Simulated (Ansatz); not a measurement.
# C2H6AuN: up Jacob's ladder to CCSD(T)

The task here is to estimate one member of a computed series from the others.

The runs use Ansatz 0.2.0, Gaussian basis; functionals in def2-TZVPP, the program's frozen cores in correlated methods.

Levels to be run: LDA (SPW92), PBE-D4, revPBE-D4, BLYP-D4, r2SCAN-D4, B97M-V, PBE0-D4, B3LYP-D4, r2SCANh-D4, r2SCAN0-D4, HSE06-D4, BHLYP-D4, CAM-B3LYP-D4, LC-ωPBE, ωB97X-V, ωB97M-V, B2PLYP, PBE-QIDH; CCSD(T)/def2-SVP; CCSD(T)/def2-TZVPP; MP2/def2-QZVPP; extrapolation to the limit; RPA on PBE.

## The geometry

An earlier PBE0-D4 in a triple-zeta def2 set relaxation fixed the geometry. Au takes the def2 core potential; no spin-orbit term is included.

SMILES `C[N](C)[Au]`, 10 atoms, charge 0, spin multiplicity 1.

Atoms are counted from 1 here; the program's logs count them from 0.

Bond lengths: C1–N2 1.447 Å, C1–H5 1.090 Å, C1–H6 1.100 Å, C1–H7 1.100 Å, N2–C3 1.447 Å, N2–Au4 1.994 Å, C3–H8 1.090 Å, C3–H9 1.100 Å, C3–H10 1.100 Å. Angles: N2–C1–H5 110.7°, N2–C1–H6 114.7°, N2–C1–H7 107.3°, H5–C1–H6 108.9°, H5–C1–H7 107.8°, H6–C1–H7 107.1°, C1–N2–C3 110.4°, C1–N2–Au4 111.4°, C3–N2–Au4 111.4°, N2–C3–H8 110.7°, N2–C3–H9 114.7°, N2–C3–H10 107.3°, H8–C3–H9 108.9°, H8–C3–H10 107.8°, H9–C3–H10 107.1°.

Set-up of the first run:

in.yaml reads:

```yaml
crystal:
  periodic: [false, false, false]
  atoms:
    - {symbol: C, position_ang: [-0.193319, 1.013979, -0.612695]}
    - {symbol: N, position_ang: [-0.295564, -0.420182, -0.448144]}
    - {symbol: C, position_ang: [0.590816, -0.872923, 0.602432]}
    - {symbol: Au, position_ang: [-2.177507, -0.981389, -0.105166]}
    - {symbol: H, position_ang: [-0.863773, 1.359793, -1.399671]}
    - {symbol: H, position_ang: [-0.384789, 1.596542, 0.301000]}
    - {symbol: H, position_ang: [0.837531, 1.234659, -0.927622]}
    - {symbol: H, position_ang: [0.512691, -1.952373, 0.733248]}
    - {symbol: H, position_ang: [0.437916, -0.383294, 1.575963]}
    - {symbol: H, position_ang: [1.619096, -0.646012, 0.283554]}
basis:
  gaussian: {orbitals: def2-TZVPP}
hamiltonian: {xc: lda}
output: {orbitals: {seedname: orbitals}}
```

Among the steps run: LDA; PBE-D4 (GGA); revPBE-D4 (GGA); BLYP-D4 (GGA); r2SCAN-D4 (meta-GGA); B97M-V (meta-GGA); PBE0-D4 (hybrid); B3LYP-D4 (hybrid); r2SCANh-D4 (hybrid); r2SCAN0-D4 (hybrid); HSE06-D4 (hybrid); BHLYP-D4 (hybrid); CAM-B3LYP-D4 (range-separated); LC-ωPBE-D4 (range-separated; the results give it without D4); ωB97X-V (range-separated); ωB97M-V (range-separated); B2PLYP (double hybrid); PBE-QIDH (double hybrid).

One of the session's tables, all rows but one given; the rest of the session is left out.

It belongs to the step «Frontier levels by functional». 

| functional | HOMO (eV) | LUMO (eV) | gap (eV) |
| --- | --- | --- | --- |
| LDA (SPW92) | -5.13 | -3.70 | 1.43 |
| PBE-D4 | -4.95 | -3.42 | 1.54 |
| revPBE-D4 | -4.89 | -3.31 | 1.58 |
| BLYP-D4 | -4.89 | -3.38 | 1.51 |
| r2SCAN-D4 | -5.13 | -3.22 | 1.92 |
| B97M-V | -5.15 | -3.31 | 1.84 |
| PBE0-D4 | -5.99 | -2.55 | 3.44 |
| B3LYP-D4 | -5.88 | -2.86 | 3.02 |
| r2SCANh-D4 | -5.54 | -2.90 | 2.64 |
| r2SCAN0-D4 | -6.14 | -2.44 | 3.71 |
| HSE06-D4 | -5.61 | -2.92 | 2.69 |
| BHLYP-D4 | -6.95 | -1.78 | 5.18 |
| CAM-B3LYP-D4 | -7.23 | -1.71 | 5.51 |
| LC-ωPBE | -8.27 | -0.52 | 7.75 |
| ωB97X-V | -8.07 | -0.65 | 7.41 |
| ωB97M-V | ? | ? | ? |

Q: Estimate the row for ωB97M-V from the others.

**Answer.** HOMO (eV): -8.02; LUMO (eV): -0.82; gap (eV): 7.20. In the column «HOMO (eV)» it lies between ωB97X-V (-8.07) and CAM-B3LYP-D4 (-7.23).
